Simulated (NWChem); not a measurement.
# doublet [Si2H4F2]+: levels of theory compared

Aim: a comparison of 3 runs (UHF/cc-pVDZ, UPBE0/cc-pVDZ, UMP2/cc-pVDZ) of doublet [Si2H4F2]+. 

The results are computed with NWChem 7.3.0.

1 further run of the same task is left out (set aside as unsound or not needed).

### 1 The molecule

[Si2H4F2]+: 8 atoms, total charge +1, spin state doublet. As SMILES of the parent species, `F[SiH](F)[SiH3]`. Geometry: relaxed at PBE0-D4/def2-TZVP. That shape belongs to the parent species and isn't relaxed for this state.

Bond lengths: F1–Si2 1.593 Å, Si2–F3 1.593 Å, Si2–Si4 2.342 Å, Si2–H5 1.482 Å, Si4–H6 1.486 Å, Si4–H7 1.486 Å, Si4–H8 1.485 Å. Some angles: F1–Si2–F3 107.0°, F1–Si2–Si4 109.5°, F3–Si2–Si4 109.5°, F1–Si2–H5 107.3°, F3–Si2–H5 107.3°, Si4–Si2–H5 115.9°, Si2–Si4–H6 109.0°, Si2–Si4–H7 109.1°, Si2–Si4–H8 110.0°, H6–Si4–H7 109.2°.

### 2 A single-point energy at UHF/cc-pVDZ (run 1)

File run.py:

```python
from ase import Atoms
from ase.calculators.nwchem import NWChem

atoms = Atoms(['F', 'Si', 'F', 'Si', 'H', 'H', 'H', 'H'], positions=[
    [0.971900, -1.046400, 1.729500],
    [1.061800, -0.320500, 0.314000],
    [1.618700, -1.392500, -0.725000],
    [-1.075200, 0.372800, -0.346900],
    [2.081000, 0.748800, 0.431800],
    [-1.595200, 1.352300, 0.642900],
    [-0.983200, 1.025300, -1.679300],
    [-1.987700, -0.796800, -0.422700],
])

calc = NWChem(
    label='f2h4si2',
    theory='scf',
    memory='2200 mb',
    basis='cc-pVDZ',
    basispar='spherical bse',
    charge=1,
    scf={'nopen': '1', 'uhf': None, 'thresh': '1e-08', 'maxiter': '80'},
    task='energy',
)
atoms.calc = calc

e = atoms.get_potential_energy()
print(f"E = {e:.6f} eV")
```

Command:

```console
$ export ASE_NWCHEM_COMMAND="nwchem PREFIX.nwi > PREFIX.nwo"
$ python run.py
```

Log:

```text
E = -21192.018849 eV
```

The calculator wrote f2h4si2.nwi:

```
title "f2h4si2"

permanent_dir f2h4si2

scratch_dir f2h4si2

start f2h4si2

geometry units angstrom nocenter noautosym noautoz
  F  9.7189999999999999e-01 -1.0464000000000000e+00 1.7295000000000000e+00
  Si 1.0618000000000001e+00 -3.2050000000000001e-01 3.1400000000000000e-01
  F  1.6187000000000000e+00 -1.3925000000000001e+00 -7.2499999999999998e-01
  Si -1.0751999999999999e+00 3.7280000000000002e-01 -3.4689999999999999e-01
  H  2.0810000000000000e+00 7.4880000000000002e-01 4.3180000000000002e-01
  H  -1.5952000000000000e+00 1.3523000000000001e+00 6.4290000000000003e-01
  H  -9.8319999999999996e-01 1.0253000000000001e+00 -1.6793000000000000e+00
  H  -1.9877000000000000e+00 -7.9679999999999995e-01 -4.2270000000000002e-01
end

charge 1

memory 2200 mb

basis spherical bse noprint
   * library cc-pVDZ
end

scf
  nopen 1
  uhf
  thresh 1e-08
  maxiter 80
end

task scf energy
```

f2h4si2.nwo:

```text
Northwest Computational Chemistry Package (NWChem) 7.3.0
             --------------------------------------------------------

           Job information
           ---------------

    nwchem branch   = 7.3.0
    use scalapack   = T
    input           = f2h4si2.nwi
    prefix          = f2h4si2.
    data base       = f2h4si2/f2h4si2.db
    status          = startup
    nproc           =        1

           Memory information
           ------------------

[... 5 lines left out ...]
    hardfail = no
[... 129 lines left out ...]
 1-e energy   =   -1503.511157
[... 9 lines left out ...]
 Convergence threshold     :          1.000E-08
[... 17 lines left out ...]
      One electron energy =  -1523.714362248135
[... 9 lines left out ...]
          Final alpha eigenvalues
[... 347 lines left out ...]
                     UHF Final Beta Molecular Orbital Analysis
[... 323 lines left out ...]
       Multipole analysis of the density wrt the origin
       ------------------------------------------------

     L   x y z        total         alpha         beta         nuclear
     -   - - -        -----         -----         ----         -------
     0   0 0 0      1.000000    -25.000000    -24.000000     50.000000

     1   1 0 0     -0.353312    -19.840289    -19.522069     39.009047
[... 8 lines of this table left out ...]
     2   0 0 2    -26.917181    -82.741699    -80.999922    136.824441

 Task  times  cpu:       72.3s     wall:       72.3s
 Total times  cpu:       72.3s     wall:       72.3s
```

It took 74 s on 1 thread of Intel Xeon 6975P-C (Granite Rapids), shared host; peak memory 0.1 GiB.

### 3 The energy at UPBE0/cc-pVDZ (run 2)

File f2h4si2.nw:

```
start f2h4si2
memory 2200 mb
charge 1

geometry units angstrom noautosym nocenter noautoz
  F        0.971900      -1.046400       1.729500
  Si       1.061800      -0.320500       0.314000
  F        1.618700      -1.392500      -0.725000
  Si      -1.075200       0.372800      -0.346900
  H        2.081000       0.748800       0.431800
  H       -1.595200       1.352300       0.642900
  H       -0.983200       1.025300      -1.679300
  H       -1.987700      -0.796800      -0.422700
end

basis spherical bse
  F library cc-pVDZ
  Si library cc-pVDZ
  H library cc-pVDZ
end

dft
  xc pbe0
  mult 2
  grid xfine
  convergence energy 1e-08
  iterations 100
  mulliken
  print low
end

task dft energy
```

Command:

```console
$ nwchem f2h4si2.nw > f2h4si2.out
```

Log:

```text
[...]
 d= 0,ls=0.0,diis     1   -780.1457416850 -1.01D+03  1.07D-02  5.05D-01    11.3
[...]
 d= 0,ls=0.5,diis    31   -780.3411894385 -8.35D-09  7.52D-08  3.20D-09   259.3
[...]
         Total DFT energy =     -780.341189443995
      One electron energy =    -1524.261834624595
           Coulomb energy =      580.163276969962
    Exchange-Corr. energy =      -63.558941516586
 Nuclear repulsion energy =      227.316309727224
[...]
      Total Density - Mulliken Population Analysis
     ---------------------------------------------
    Atom       Charge   Shell Charges
 -----------   ------   -------------------------------------------------------
    1 F    9     9.20   2.01  0.90  1.01  3.32  1.96  0.00
    2 Si  14    13.19   2.00  2.03  0.85  0.20  6.01  1.27  0.32  0.50
    3 F    9     9.20   2.01  0.90  1.01  3.32  1.96  0.00
    4 Si  14    13.85   2.00  2.03  0.85  0.51  6.01  1.56  0.74  0.15
    5 H    1     0.88   0.66  0.20  0.01
    6 H    1     0.90   0.69  0.20  0.01
    7 H    1     0.90   0.69  0.20  0.01
    8 H    1     0.89   0.69  0.19  0.01
[...]
      <S2> =      0.7552 (Exact =     0.7500)
[...]
```

Run time: 4.5 min. Hardware: 1 thread of Intel Xeon 6975P-C (Granite Rapids), shared host; peak memory 0.15 GiB.

### 4 A single-point energy at UMP2/cc-pVDZ (run 3)

File mymol.xyz:

```xyz
8
F2H4Si2 mp2
F      0.971900    -1.046400     1.729500
Si     1.061800    -0.320500     0.314000
F      1.618700    -1.392500    -0.725000
Si    -1.075200     0.372800    -0.346900
H      2.081000     0.748800     0.431800
H     -1.595200     1.352300     0.642900
H     -0.983200     1.025300    -1.679300
H     -1.987700    -0.796800    -0.422700
```

File mymol.nw:

```
start mymol
title "F2H4Si2 mp2"
memory 2200 mb
charge 1

geometry noautosym nocenter noautoz
 load mymol.xyz
end

basis spherical bse
 F library cc-pVDZ
 Si library cc-pVDZ
 H library cc-pVDZ
end

scf
 doublet
 uhf
 thresh 1e-08
 maxiter 80
end

mp2
 freeze core 12
 tight
end

task mp2 energy
```

Command:

```console
$ nwchem mymol.nw > mymol.out
```

Log:

```text
[...]
  functions       =    84
[...]
  wavefunction    = UHF
[...]
         Total SCF energy =   -778.792334567124
      One electron energy =  -1523.714362248219
      Two electron energy =    517.605717953871
 Nuclear repulsion energy =    227.316309727224
                       Sz =      0.5000
                 Sz(Sz+1) =      0.7500
                      S^2 =      0.7668
[...]
          Total MP2 energy          -779.352929474437
[...]
```

It took 80 s on 1 thread of Intel Xeon 6975P-C (Granite Rapids), shared host; peak memory 0.2 GiB.

### 5 Overview of the runs

| run | level | iteration cap | module | energy (Eh) | HOMO energy (eV) | LUMO energy (eV) | ⟨S²⟩ | wall time |
| --- | --- | --- | --- | --- | --- | --- | --- | --- |
| 1 | UHF/cc-pVDZ | 80 | scf | -778.792335 | -19.47 | -9.56 | 0.767 | 74 s |
| 2 | UPBE0/cc-pVDZ | 100 | dft | -780.341189 | – | – | 0.755 | 4.5 min |
| 3 | UMP2/cc-pVDZ | 80 | mp2 | -779.352929 | -19.47 | -9.56 | 0.767 | 80 s |

### 6 Outcome

```
                                                         quantity          value
                                              run 3: total energy  -779.35293 Eh
run 3: HOMO energy (Hartree–Fock orbitals) (highest over α and β)      -19.47 eV
 run 3: LUMO energy (Hartree–Fock orbitals) (lowest over α and β)       -9.56 eV
              run 3: correlation energy (12 core orbitals frozen)     -560.6 mEh
                         run 3: ⟨S²⟩ of the reference determinant          0.767
```

All runs together took 7.1 min, the longest 4.5 min.
